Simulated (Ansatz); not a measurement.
# Bi2Te3: the cost of one run

Computed with Ansatz 0.2.0 (DFT LDA, scalar-relativistic, plane waves, PAW, unless a step's input says otherwise).

## (1) The structure to begin with

The structure is trigonal, space group R-3m (No. 166). Conventional cell: a = 4.386 Å, b = 4.386 Å, c = 30.497 Å, α = 90.00°, β = 90.00°, γ = 120.00°. Bi (site symmetry 3m) has 6 Te at 3.07 to 3.25 Å as nearest neighbours. Around Te (site symmetry -3m) lie 6 Bi at 3.25 Å. Te (site symmetry 3m) is surrounded by 3 Bi at 3.07 Å.

Structure file:

```cif
data_structure
_symmetry_space_group_name_H-M 'R-3m:H'
_symmetry_Int_Tables_number 166
_cell_length_a 4.3860
_cell_length_b 4.3860
_cell_length_c 30.4970
_cell_angle_alpha 90.000
_cell_angle_beta 90.000
_cell_angle_gamma 120.000
_cell_volume 508.07
loop_
_atom_site_label
_atom_site_type_symbol
_atom_site_symmetry_multiplicity
_atom_site_Wyckoff_symbol
_atom_site_fract_x
_atom_site_fract_y
_atom_site_fract_z
_atom_site_occupancy
Bi1 Bi 6 c 0.66667 0.33333 0.73333 1
Te1 Te 3 a 0.00000 0.00000 0.00000 1
Te2 Te 6 c 0.33333 0.66667 0.87617 1
```

The structure rests on an entry of the Crystallography Open Database; cell or positions may have been set otherwise for this series.

## (2) Cell and atoms relaxed at 0 GPa

input.yaml reads:

```yaml
crystal:
  lattice:
    - [2.193, 1.2661291403, 10.1656666667]
    - [-2.193, 1.2661291403, 10.1656666667]
    - [0.0, -2.5322582807, 10.1656666667]
  atoms:
    - { symbol: Bi, position: [0.4, 0.4, 0.4] }
    - { symbol: Bi, position: [0.6, 0.6, 0.6] }
    - { symbol: Te, position: [0.0, 0.0, 0.0] }
    - { symbol: Te, position: [0.2095, 0.2095, 0.2095] }
    - { symbol: Te, position: [0.7905, 0.7905, 0.7905] }
scf:
  occupations: { method: gaussian, width: 0.02 }
output:
  forces: true
  stress: true
  eigenvalues: true
  write_density: true
  write_potential: true
  elf: true
  volumetric_format: npy
hamiltonian:
  xc: lda
basis:
  ecutwfc: 420
kpoints:
  mp_grid: { grid: [8, 8, 8] }
relax:
  f_tol: 0.002
  max_steps: 60
  cell: { stress_tol: 0.01, p_target: 0 }
```

Command:

```sh
$ ansatz run input.yaml --threads 4 --pin off --max-ram 10240MiB --backend cpu --events-out ev --progress --plain --runs-dir out
```

Q: Estimate wall time and peak memory on 4 threads of Arm Neoverse V2, shared host.

About 53 s, with a peak of 0.76 GiB.
